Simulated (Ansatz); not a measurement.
# GaGe3 (Fm-3m) in Ansatz: a series of runs

Runs on GaGe3. Level: LDA. Tasks: band structure, single point, equation of state.

Everything below comes from runs of Ansatz 0.2.0. Logs are shortened: lines on timing, memory, paths and dates and some standing lists are left out, and cuts for length are marked.

**1. The crystal as given**

The structure is cubic, space group Fm-3m (No. 225). The conventional cell has a = 6.774 Å, b = 6.774 Å, c = 6.774 Å, α = 90.00°, β = 90.00°, γ = 90.00°. Around Ge (site symmetry m-3m) lie 8 Ge at 2.93 Å. Around Ge (site symmetry -43m) lie 4 Ge at 2.93 Å and 4 Ga at 2.93 Å. Ga (site symmetry m-3m) is surrounded by 8 Ge at 2.93 Å.

The cell comes from a database or a generator and needn't be the stable form of this composition.

**2. Band structure, LDA**

input.yaml reads:

```yaml
crystal:
  lattice:
    - [0.0, 3.387167, 3.387167]
    - [3.387167, 0.0, 3.387167]
    - [3.387167, 3.387167, 0.0]
  atoms:
    - { symbol: Ge, position: [0.5, 0.5, 0.5] }
    - { symbol: Ge, position: [0.75, 0.75, 0.75] }
    - { symbol: Ge, position: [0.25, 0.25, 0.25] }
    - { symbol: Ga, position: [0.0, 0.0, 0.0] }
hamiltonian:
  xc: lda
  pseudopotentials: { kind: paw }
kpoints:
  mp_grid: { grid: [7, 7, 7] }
  band_path:
    path:
      - [[0.0, 0.0, 0.0], [0.5, 0.0, 0.5], [0.5, 0.25, 0.75], [0.375, 0.375, 0.75], [0.0, 0.0, 0.0], [0.5, 0.5, 0.5], [0.625, 0.25, 0.625], [0.5, 0.25, 0.75], [0.5, 0.5, 0.5], [0.375, 0.375, 0.75]]
      - [[0.625, 0.25, 0.625], [0.5, 0.0, 0.5]]
    npoints: 14
scf:
  occupations: { method: fermi_dirac, width: 0.05 }
  n_extra_bands: 10
output:
  forces: true
  stress: true
  eigenvalues: true
  fatbands: true
  write_density: true
  write_potential: true
  elf: true
  volumetric_format: npy
```

Potentials or basis: Ansatz PAW.

On the command line:

```console
$ ansatz run input.yaml --threads 2 --pin off --max-ram 5632MiB --backend cpu --events-out ev --progress --plain --runs-dir out
```

Output:

```text
Warning: RAYON_NUM_THREADS=2 ignored (pool sized by the plan → 2); use --threads N
scf.n_extra_bands = 10 over 28 filled bands (N_el = 55.0): the run solves 38 bands
Engine: ansatz 0.2.0, aarch64-unknown-linux-gnu
Pseudopotentials: kind: paw
Pseudopotential: Ge, paw, valence charge 14, recommended cutoff 420 eV (normal), Ge.paw.azcp
Pseudopotential: Ga, paw, valence charge 13, recommended cutoff 420 eV (normal), Ga.paw.azcp
Functional definition: SPW92
  exchange = slater_x
  correlation = pw_c
Crystal: 4 atoms, lattice volume = 77.721 Å³
Basis set: ecut = 420 eV, 1471 PW (Γ)
Bands: 38, of which v1, the nominal top of the filled ones, is band 28 counted from 1 (27 counted from 0)
Symmetry: 48 space group operations
Space group: Fm-3m (ITA 225), of the structure as read, at distance tolerance 4.3e-5 Å
k-points: 20 of 343
Non-local potential: Ge, projectors of the file, l = 0: 2, l = 1: 2, l = 2: 3, l = 3: 1
Non-local potential: Ga, projectors of the file, l = 0: 2, l = 1: 2, l = 2: 3, l = 3: 1
PAW form: soft (Blöchl's): semilocal exchange-correlation on the pseudo side does not see the compensation charge
PAW frozen core: Ge, regenerated for the run's functional, and the local potential with it (the file was generated under x = pbe(κ = 0.804, μ = 0.2195149727645171), c = pbe(β = 0.06672455060314922))
PAW frozen core: Ga, regenerated for the run's functional, and the local potential with it (the file was generated under x = pbe(κ = 0.804, μ = 0.2195149727645171), c = pbe(β = 0.06672455060314922))
PAW one-centre angular grid: Ge, 590 points (default); XC on 64 Gauss nodes
PAW one-centre angular grid: Ga, 590 points (default); XC on 64 Gauss nodes
Initial density: superposition of atomic densities (neutral atoms: chi_scale 0, normalization atom), corrected by the library's trained network
Initial wavefunctions: pseudopotential atomic-orbital guess
Functional: x = slater, c = lda
SCF iter   1: F=—  HF=-16353.132620 eV  |F-HF|=—  |Δ(HF+E_count)|=         —  Δρ=5.01e-3  dr2=9.65e-3  ethr=1.77e-3  ⟨swp⟩=6.4  Hψ=2964  notcnv=0  defer=8
preconditioner: auto → none  [insulator: Δε(μ)=0.136 eV  Ē_g=22.715 eV  σ=0.050 eV  W_gap=0.59  n_scr=14 (ndim 8)  ℏωp=31.2 eV  f_vac=0.000  D(μ)=1.19/eV (n_scr^D=8)  ε∞_Penn≈2.9]
SCF iter   2: F=—  HF=-16353.127292 eV  |F-HF|=—  |Δ(HF+E_count)|=   5.33e-3  Δρ=2.13e-3  dr2=1.88e-3  ethr=1.75e-5  ⟨swp⟩=2.5  Hψ=1265  notcnv=0  defer=26
SCF iter   3: F=—  HF=-16353.126683 eV  |F-HF|=—  |Δ(HF+E_count)|=   6.09e-4  Δρ=4.12e-4  dr2=5.64e-5  ethr=3.41e-6  ⟨swp⟩=2.1  Hψ=890  notcnv=0  defer=26
SCF iter   4: F=—  HF=-16353.126648 eV  |F-HF|=—  |Δ(HF+E_count)|=   3.47e-5  Δρ=6.99e-5  dr2=2.83e-6  ethr=1.03e-7  ⟨swp⟩=2.0  Hψ=1107  notcnv=0  defer=26
SCF iter   5: F=—  HF=-16353.126644 eV  |F-HF|=—  |Δ(HF+E_count)|=   3.60e-6  Δρ=1.64e-5  dr2=9.81e-8  ethr=5.15e-9  ⟨swp⟩=2.0  Hψ=972  notcnv=0  defer=26
SCF iter   6: F=-16353.126644 eV  HF=-16353.126644 eV  |F-HF|=1.12e-8  |Δ(HF+E_count)|=   2.37e-8  Δρ=5.50e-6  dr2=1.20e-8  ethr=1.78e-10  ⟨swp⟩=11.4  Hψ=4755  notcnv=0
SCF 1 converged in 6 iterations: F = -16353.126644 eV  dr2 = 1.20e-8
NSCF: frozen V_eff on 142 k-points
SCF converged after 6 iterations
Free energy (F): -16353.126644 eV
Harris-Foulkes:  -16353.126644 eV  (|F-HF|=1.12e-8)
Internal energy: -16353.116299 eV  (E = F + TS)
E sigma→0 (E₀):  -16353.121471 eV
Entropy (-TS):   -0.010346 eV (-2.586 meV/atom)
Fermi energy:    9.920046 eV
--- Per-component energies (eV) ---
  E_band       = -418.327637
  E_kinetic    = 445.740304
  E_local      = -8278.021186  (includes V_loc(G=0)·N_el)
  E_nonlocal   = 1676.516963
  E_hartree    = 3663.185592
  E_xc         = -294.555318
  E_vxc        = -253.524428  (∫ρ·V_xc dr)
  E_paw        = -7720.435379  (= ΣΔE_a)
  E_vpaw       = -1335.417909  (= ΣTr[D̂ρ^β])
  E_aug_tail   = 0.000587  (compensation charges beyond the density's cutoff)
  E_ewald      = -5853.001319
  E_core_change = 7.453459  (= ΣΔE_core)
  E_smearing   = -0.010346  (= −TS)
  E_closure    = 0.000000  (closes the sum)
  Σ components = -16353.126644   (vs F -16353.126644, Δ=0.00e0)
--- Forces (eV/Å), atoms counted from 1 ---
  atom   1  Ge     0.00000000    -0.00000000     0.00000000
  atom   2  Ge    -0.00000000    -0.00000000     0.00000000
  atom   3  Ge    -0.00000000    -0.00000000    -0.00000000
  atom   4  Ga     0.00000000    -0.00000000    -0.00000000
  max |Σ_I F_I| component: 8.10e-18 eV/Å
--- Stress (GPa, compression-positive) ---
       -5.500715       0.000000      -0.000000
        0.000000      -5.500715       0.000000
        0.000000      -0.000000      -5.500715
  P = ⅓ Tr σ = -5.5007 GPa (-55.007 kbar)
--- Band table (eV; the first three rows and the last of 20) ---
  k-point 0: bands = ["-14.8050", "-14.8050", "-14.7991", "-14.7991", "-14.7991", "-14.7801", "-14.7801", "-14.7801", "-14.7407", "-14.7407", "-14.7296", "-14.7296", "-14.7180", "-14.7180", "-14.7180", "-4.8640", "-4.8640", "-4.8640", "-4.8391", "-4.8391", "-2.5179", "4.0941", "5.2068", "8.4464", "8.4464", "8.4464", "8.6048", "8.7272", "8.7272", "8.7272", "10.2308", "10.2308", "10.2308", "14.8250", "14.8250", "19.5306", "19.5306", "19.5306"]
  k-point 1: bands = ["-14.8028", "-14.8028", "-14.8028", "-14.8012", "-14.8012", "-14.7775", "-14.7775", "-14.7730", "-14.7434", "-14.7434", "-14.7307", "-14.7307", "-14.7216", "-14.7165", "-14.7165", "-4.8656", "-4.8629", "-4.8629", "-4.8395", "-4.8395", "-2.3234", "3.6640", "4.7112", "7.3973", "7.8432", "7.8432", "8.0330", "9.3164", "9.3164", "10.1513", "10.1513", "10.8150", "11.8125", "15.6768", "15.6768", "18.0389", "19.0666", "19.0666"]
  k-point 2: bands = ["-14.8084", "-14.8084", "-14.8040", "-14.7922", "-14.7922", "-14.7732", "-14.7732", "-14.7655", "-14.7506", "-14.7506", "-14.7334", "-14.7334", "-14.7281", "-14.7136", "-14.7136", "-4.8697", "-4.8608", "-4.8608", "-4.8400", "-4.8400", "-1.7422", "2.2446", "4.2333", "6.3808", "7.4703", "7.4703", "8.7086", "8.7086", "8.9163", "11.4081", "11.4081", "13.3397", "14.4230", "15.5922", "17.3876", "17.3876", "17.7790", "17.7790"]
  k-point 19: bands = ["-14.8141", "-14.8072", "-14.8038", "-14.7868", "-14.7795", "-14.7748", "-14.7733", "-14.7648", "-14.7529", "-14.7526", "-14.7433", "-14.7386", "-14.7237", "-14.7170", "-14.7060", "-4.8698", "-4.8642", "-4.8533", "-4.8470", "-4.8395", "0.6538", "1.0235", "1.5918", "3.1917", "6.9758", "8.7467", "8.8500", "9.3748", "12.4856", "13.1852", "13.2450", "14.7740", "15.2009", "16.2886", "16.5468", "16.8429", "20.5042", "20.8182"]
```

Run time: 8.4 s. Hardware: 2 threads of Arm Neoverse V2, shared host; peak memory 0.46 GiB.

Results:

- Free energy: -16353.1266 eV
- Pressure: -5.5 GPa
- Band gap on the k mesh: none (metal or under the smearing width)

Levels at the corners of the path, in eV from the Fermi level:
```csv
point,band 24,band 25,band 26,band 27,band 28,band 29,band 30,band 31
Γ,-1.47,-1.47,-1.47,-1.32,-1.19,-1.19,-1.19,0.31
X,-5.78,-4.69,-4.69,2.84,3.00,3.00,3.32,3.72
W,-7.14,-1.75,-1.75,-1.37,-1.15,3.47,3.61,4.24
K,-6.02,-4.28,-1.85,0.25,0.79,1.75,2.41,3.45
Γ,-1.47,-1.47,-1.47,-1.32,-1.19,-1.19,-1.19,0.31
L,-4.22,-2.48,-2.48,-1.94,-1.94,1.74,1.75,4.03
U,-6.02,-4.28,-1.85,0.25,0.79,1.75,2.41,3.45
W,-7.14,-1.75,-1.75,-1.37,-1.15,3.47,3.61,4.24
L,-4.22,-2.48,-2.48,-1.94,-1.94,1.74,1.75,4.03
K,-6.02,-4.28,-1.85,0.25,0.79,1.75,2.41,3.45
U,-6.02,-4.28,-1.85,0.25,0.79,1.75,2.41,3.45
X,-5.78,-4.69,-4.69,2.84,3.00,3.00,3.32,3.72
```

Caveat: the PAW data sets come from PBE, with cores solved anew for the run's functional, which leaves a small shift of forces and pressure.

**3. Single point, LDA, 18.26 Å³/atom (volume scaled by 0.94)**

input.yaml reads:

```yaml
crystal:
  lattice:
    - [0.0, 3.3180217411, 3.3180217411]
    - [3.3180217411, 0.0, 3.3180217411]
    - [3.3180217411, 3.3180217411, 0.0]
  atoms:
    - { symbol: Ge, position: [0.5, 0.5, 0.5] }
    - { symbol: Ge, position: [0.75, 0.75, 0.75] }
    - { symbol: Ge, position: [0.25, 0.25, 0.25] }
    - { symbol: Ga, position: [0.0, 0.0, 0.0] }
hamiltonian:
  xc: lda
  pseudopotentials: { kind: paw }
kpoints:
  mp_grid: { grid: [7, 7, 7] }
scf:
  occupations: { method: fermi_dirac, width: 0.05 }
output:
  forces: true
  stress: true
  eigenvalues: true
  write_density: true
  write_potential: true
  elf: true
  volumetric_format: npy
```

Potentials or basis: Ansatz PAW.

On the command line:

```console
$ ansatz run input.yaml --threads 2 --pin off --max-ram 5632MiB --backend cpu --events-out ev --progress --plain --runs-dir out
```

Run time: 2 s. Hardware: 2 threads of Arm Neoverse V2, shared host; peak memory 0.36 GiB.

The run converged. Its results:

```
Free energy            : -16353.2362 eV
Pressure               : -1.8 GPa
Band gap on the k mesh : none (metal or under the smearing width)
```

Caveat: the PAW data sets come from PBE, with cores solved anew for the run's functional, which leaves a small shift of forces and pressure.

**4. Single point, LDA, 18.65 Å³/atom (volume scaled by 0.96)**

input.yaml, as its differences from that of step 3:

```diff
@@ -2,5 +2,5 @@
   lattice:
-    - [0.0, 3.3180217411, 3.3180217411]
-    - [3.3180217411, 0.0, 3.3180217411]
-    - [3.3180217411, 3.3180217411, 0.0]
+    - [0.0, 3.3413888613, 3.3413888613]
+    - [3.3413888613, 0.0, 3.3413888613]
+    - [3.3413888613, 3.3413888613, 0.0]
   atoms:
@@ -21,5 +21 @@
   eigenvalues: true
-  write_density: true
-  write_potential: true
-  elf: true
-  volumetric_format: npy
```

On the command line:

```console
$ ansatz run input.yaml --threads 2 --pin off --max-ram 5632MiB --backend cpu --events-out ev --progress --plain --runs-dir out
```

Wall time 1.6 s (2 threads of Arm Neoverse V2, shared host); peak memory 0.36 GiB.

The run converged. Its results:

| Item | Value |
| --- | --- |
| Free energy | -16353.2119 eV |
| Pressure | -3.2 GPa |
| Band gap on the k mesh | none (metal or under the smearing width) |

Caveat: the PAW data sets come from PBE, with cores solved anew for the run's functional, which leaves a small shift of forces and pressure.

**5. Single point, LDA, 19.04 Å³/atom (volume scaled by 0.98)**

input.yaml, as its differences from that of step 4:

```diff
@@ -2,5 +2,5 @@
   lattice:
-    - [0.0, 3.3413888613, 3.3413888613]
-    - [3.3413888613, 0.0, 3.3413888613]
-    - [3.3413888613, 3.3413888613, 0.0]
+    - [0.0, 3.3644336506, 3.3644336506]
+    - [3.3644336506, 0.0, 3.3644336506]
+    - [3.3644336506, 3.3644336506, 0.0]
   atoms:
@@ -21 +21,5 @@
   eigenvalues: true
+  write_density: true
+  write_potential: true
+  elf: true
+  volumetric_format: npy
```

On the command line:

```console
$ ansatz run input.yaml --threads 2 --pin off --max-ram 5632MiB --backend cpu --events-out ev --progress --plain --runs-dir out
```

Wall time 2.5 s (2 threads of Arm Neoverse V2, shared host); peak memory 0.36 GiB.

Results (log left out):

- Free energy: -16353.1749 eV
- Pressure: -4.4 GPa
- Band gap on the k mesh: none (metal or under the smearing width)

Caveat: the PAW data sets come from PBE, with cores solved anew for the run's functional, which leaves a small shift of forces and pressure.

**6. Single point, LDA, 19.43 Å³/atom**

input.yaml, as its differences from that of step 5:

```diff
@@ -2,5 +2,5 @@
   lattice:
-    - [0.0, 3.3644336506, 3.3644336506]
-    - [3.3644336506, 0.0, 3.3644336506]
-    - [3.3644336506, 3.3644336506, 0.0]
+    - [0.0, 3.387167, 3.387167]
+    - [3.387167, 0.0, 3.387167]
+    - [3.387167, 3.387167, 0.0]
   atoms:
@@ -21,5 +21 @@
   eigenvalues: true
-  write_density: true
-  write_potential: true
-  elf: true
-  volumetric_format: npy
```

Potentials or basis: Ansatz PAW.

On the command line:

```console
$ ansatz run input.yaml --threads 2 --pin off --max-ram 5632MiB --backend cpu --events-out ev --progress --plain --runs-dir out
```

Run time: 1.6 s. Hardware: 2 threads of Arm Neoverse V2, shared host; peak memory 0.36 GiB.

Results (log left out):

- Free energy: -16353.1266 eV
- Pressure: -5.5 GPa
- Band gap on the k mesh: none (metal or under the smearing width)

Caveat: the PAW data sets come from PBE, with cores solved anew for the run's functional, which leaves a small shift of forces and pressure.

**7. Single point, LDA, 19.82 Å³/atom (volume scaled by 1.02)**

input.yaml, as its differences from that of step 6:

```diff
@@ -2,5 +2,5 @@
   lattice:
-    - [0.0, 3.387167, 3.387167]
-    - [3.387167, 0.0, 3.387167]
-    - [3.387167, 3.387167, 0.0]
+    - [0.0, 3.4095992233, 3.4095992233]
+    - [3.4095992233, 0.0, 3.4095992233]
+    - [3.4095992233, 3.4095992233, 0.0]
   atoms:
@@ -21 +21,5 @@
   eigenvalues: true
+  write_density: true
+  write_potential: true
+  elf: true
+  volumetric_format: npy
```

On the command line:

```console
$ ansatz run input.yaml --threads 2 --pin off --max-ram 5632MiB --backend cpu --events-out ev --progress --plain --runs-dir out
```

Run time: 2.4 s. Hardware: 2 threads of Arm Neoverse V2, shared host; peak memory 0.37 GiB.

The run converged. Its results:

```
Free energy            : -16353.0686 eV
Pressure               : -6.5 GPa
Band gap on the k mesh : none (metal or under the smearing width)
```

Caveat: the PAW data sets come from PBE, with cores solved anew for the run's functional, which leaves a small shift of forces and pressure.

**8. Single point, LDA, 20.21 Å³/atom (volume scaled by 1.04)**

input.yaml, as its differences from that of step 7:

```diff
@@ -2,5 +2,5 @@
   lattice:
-    - [0.0, 3.4095992233, 3.4095992233]
-    - [3.4095992233, 0.0, 3.4095992233]
-    - [3.4095992233, 3.4095992233, 0.0]
+    - [0.0, 3.4317400984, 3.4317400984]
+    - [3.4317400984, 0.0, 3.4317400984]
+    - [3.4317400984, 3.4317400984, 0.0]
   atoms:
@@ -21,5 +21 @@
   eigenvalues: true
-  write_density: true
-  write_potential: true
-  elf: true
-  volumetric_format: npy
```

On the command line:

```console
$ ansatz run input.yaml --threads 2 --pin off --max-ram 5632MiB --backend cpu --events-out ev --progress --plain --runs-dir out
```

Wall time 1.8 s (2 threads of Arm Neoverse V2, shared host); peak memory 0.37 GiB.

The run converged. Its results:

```yaml
Free_energy: -16353.0018 eV
Pressure: -7.3 GPa
Band_gap_on_the_k_mesh: none (metal or under the smearing width)
```

Caveat: the PAW data sets come from PBE, with cores solved anew for the run's functional, which leaves a small shift of forces and pressure.

**9. Single point, LDA, 20.60 Å³/atom (volume scaled by 1.06)**

input.yaml, as its differences from that of step 8:

```diff
@@ -2,5 +2,5 @@
   lattice:
-    - [0.0, 3.4317400984, 3.4317400984]
-    - [3.4317400984, 0.0, 3.4317400984]
-    - [3.4317400984, 3.4317400984, 0.0]
+    - [0.0, 3.4535989049, 3.4535989049]
+    - [3.4535989049, 0.0, 3.4535989049]
+    - [3.4535989049, 3.4535989049, 0.0]
   atoms:
@@ -21 +21,5 @@
   eigenvalues: true
+  write_density: true
+  write_potential: true
+  elf: true
+  volumetric_format: npy
```

Potentials or basis: Ansatz PAW.

On the command line:

```console
$ ansatz run input.yaml --threads 2 --pin off --max-ram 5632MiB --backend cpu --events-out ev --progress --plain --runs-dir out
```

Wall time 2.5 s (2 threads of Arm Neoverse V2, shared host); peak memory 0.38 GiB.

The run converged. Its results:

```yaml
Free_energy: -16352.9274 eV
Pressure: -8.0 GPa
Band_gap_on_the_k_mesh: none (metal or under the smearing width)
```

Caveat: the PAW data sets come from PBE, with cores solved anew for the run's functional, which leaves a small shift of forces and pressure.

**10. Equation of state, LDA**

No new run: the results of the series are fitted here.

Results:

```yaml
Equilibrium_volume: "17.83 Å³/atom (rough: see the caveat)"
Bulk_modulus: 79 GPa (rough)
```

Energy against volume, from the lowest point:
| volume (Å³/atom) | energy (meV/atom) |
| --- | --- |
| 18.264 | 0.00 |
| 18.653 | 6.06 |
| 19.042 | 15.32 |
| 19.430 | 27.39 |
| 19.819 | 41.90 |
| 20.208 | 58.59 |
| 20.596 | 77.19 |

Caveat: the minimum lies outside the volumes run.
